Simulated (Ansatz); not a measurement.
# Rb3MgH5: a single-point run

Wanted: field gradients for Rb3MgH5.

Computed with Ansatz 0.2.0 (DFT, PBE, plane-wave PAW, default files, scalar-relativistic, unless a step's input says otherwise).

1 further run of the same task is left out (it didn't finish).

## Step 1: The system as given

It takes space group I4/mcm (No. 140, tetragonal). Conventional cell: a = 8.025 Å, b = 8.025 Å, c = 12.324 Å, α = 90.00°, β = 90.00°, γ = 90.00°. Around Rb (site symmetry m2m) lie 8 H at 2.87 to 3.22 Å. Rb (site symmetry 422) has 10 H at 3.08 to 3.35 Å as nearest neighbours. Around Mg (site symmetry -42m) lie 4 H at 1.85 Å. H (site symmetry m) has 1 Mg at 1.85 Å as nearest neighbours. Around H (site symmetry 4/m) lie 6 Rb at 2.93 to 3.08 Å.

The input asks for a charge of +6 e on the cell.

Coordinates:

```cif
data_structure
_symmetry_space_group_name_H-M 'I4/mcm'
_symmetry_Int_Tables_number 140
_cell_length_a 8.0247
_cell_length_b 8.0247
_cell_length_c 12.3238
_cell_angle_alpha 90.000
_cell_angle_beta 90.000
_cell_angle_gamma 90.000
_cell_volume 793.61
loop_
_atom_site_label
_atom_site_type_symbol
_atom_site_symmetry_multiplicity
_atom_site_Wyckoff_symbol
_atom_site_fract_x
_atom_site_fract_y
_atom_site_fract_z
_atom_site_occupancy
Rb1 Rb 8 h 0.68556 0.18556 0.00000 1
Rb2 Rb 4 a 0.00000 0.00000 0.25000 1
Mg1 Mg 4 b 0.50000 0.00000 0.25000 1
H1 H 16 l 0.62912 0.12912 0.34189 1
H2 H 4 c 0.50000 0.50000 0.00000 1
```

## Step 2: The calculation

input.yaml reads:

```yaml
crystal:
  lattice:
    - [-4.012364, 4.012364, 6.161923]
    - [4.012364, -4.012364, 6.161923]
    - [4.012364, 4.012364, -6.161923]
  atoms:
    - { symbol: Rb, position: [0.185561, 0.685561, 0.871122] }
    - { symbol: Rb, position: [0.814439, 0.314439, 0.128878] }
    - { symbol: Rb, position: [0.685561, 0.814439, 0.5] }
    - { symbol: Rb, position: [0.314439, 0.185561, 0.5] }
    - { symbol: Rb, position: [0.25, 0.25, 0.0] }
    - { symbol: Rb, position: [0.75, 0.75, 0.0] }
    - { symbol: Mg, position: [0.25, 0.75, 0.5] }
    - { symbol: Mg, position: [0.75, 0.25, 0.5] }
    - { symbol: H, position: [0.471012, 0.971012, 0.75824] }
    - { symbol: H, position: [0.212772, 0.712772, 0.24176] }
    - { symbol: H, position: [0.971012, 0.212772, 0.5] }
    - { symbol: H, position: [0.712772, 0.471012, 0.5] }
    - { symbol: H, position: [0.528988, 0.028988, 0.24176] }
    - { symbol: H, position: [0.787228, 0.287228, 0.75824] }
    - { symbol: H, position: [0.028988, 0.787228, 0.5] }
    - { symbol: H, position: [0.287228, 0.528988, 0.5] }
    - { symbol: H, position: [0.5, 0.5, 0.0] }
    - { symbol: H, position: [0.0, 0.0, 0.0] }
kpoints:
  mp_grid: { grid: [5, 5, 5] }
scf:
  occupations: { method: fermi_dirac, width: 0.02 }
  max_iter: 100
hamiltonian:
  xc: pbe
  pseudopotentials: { kind: paw }
output:
  forces: true
  stress: true
  populations: true
  efg:
    quadrupole_moments_barn: { Rb: 0.1335, Mg: 0.1994, H: 0.00285783 }
    contact_densities: true
total_charge: 6
```

On the command line:

```sh
$ ansatz run input.yaml --threads 1 --pin off --max-ram 2560MiB --backend cpu --events-out ev --progress --plain --runs-dir out
```

What happens when this is run?

The run converged and reported no error, with warnings (gradients without spin orbit). That alone doesn't make the input a sound one.

Look at the input: total_charge is 6. The typed charge changes the electron count, so this is no longer the system that was meant.

Run again and compare: delete total_charge (the default then holds).
